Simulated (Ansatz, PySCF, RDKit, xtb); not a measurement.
**GeSiH4ClF: a search for the lowest isomer**

Given the formula GeSiH4ClF and nothing else, which arrangement of the atoms is the most stable in the gas at 298.15 K, and what are its properties?

The funnel: GFN2-xTB relaxations, single points with a density functional, relaxations at BLYP-D3(BJ)/def2-SVP, harmonic vibrations, and a last energy at a higher level. All values are calculated.

7 further runs of the same task are left out: 7 set aside as unsound or not needed.

## Step 1: Possible bonding patterns

All bonding patterns within simple valence rules are listed by program: one Lewis structure each, at most two rings and one unusual centre or charged pair. O–O, O–halogen and N–halogen bonds and N–N–N chains are not drawn. That gives 4 candidates.

```csv
label,SMILES,spin
c288,[F][GeH2][SiH2]Cl,singlet
c869,F[Si@H](Cl)[GeH3],singlet
c969,[F][Ge@H]([SiH3])[Cl],singlet
c990,F[SiH2][GeH2][Cl],singlet
```

Candidates are built by distance geometry, with a force field where one applies, in up to four conformers (letters a to d). 6 starts with atoms placed at random are added, to find patterns that the rules miss.

**Question.** With final energies at CCSD(T)/def2-SVP + MP2/def2-TZVPP - MP2/def2-SVP, which structure will this search put lowest in free energy, and by what margin?

| quantity | value |
| --- | --- |
| lowest structure found | F[Si@H](Cl)[GeH3], singlet, C1 |
| next finalist | F[SiH2][GeH2][Cl], singlet, 8.8 kcal/mol higher in G |
| share at equilibrium, among the finalists | 100.0 % |
| harmonic wavenumbers, lowest and highest (BLYP-D3(BJ)/def2-SVP) | 91 and 2177 cm⁻¹ |
| rotational constants, same geometry | 0.1278, 0.04433, 0.0352 cm⁻¹ |
| dipole moment (PBE0/def2-TZVPD) | 1.78 D |
| HOMO energy (PBE0/def2-TZVPD) | -8.43 eV |
| LUMO energy (PBE0/def2-TZVPD) | -0.69 eV |
| HOMO–LUMO gap (PBE0/def2-TZVPD) | 7.73 eV |
| lowest excitation (TD-CAM-B3LYP/def2-SVPD) | 6.71 eV (f = 0.027) |
| strongest of the states computed, same level | 7.67 eV (f = 0.317) |
| lowest triplet excitation, same level, Tamm-Dancoff | 6.03 eV |
| vertical ionisation energy | 10.38 eV |
| vertical electron affinity | -0.78 eV (unbound: the value depends on the basis) |
| vertical triplet less singlet | +5.72 eV |

`F[Si@H](Cl)[GeH3]` comes out lowest. Among the finalists first place is clear (8.8 kcal/mol); structures outside the list aren't covered. HF/STO-3G, r2SCAN-D4/def2-SVP, BLYP-D3(BJ)/def2-SVP, HF/def2-SVP and MP2/def2-SVP already put its bonding pattern lowest among the structures in one piece; GFN2-xTB favours the singlet F[SiH2][GeH2][Cl]. Lowest found is not proven lowest: the search is finite, and each finalist counts with one conformer. Patterns outside the rules of the enumeration were met only by chance.
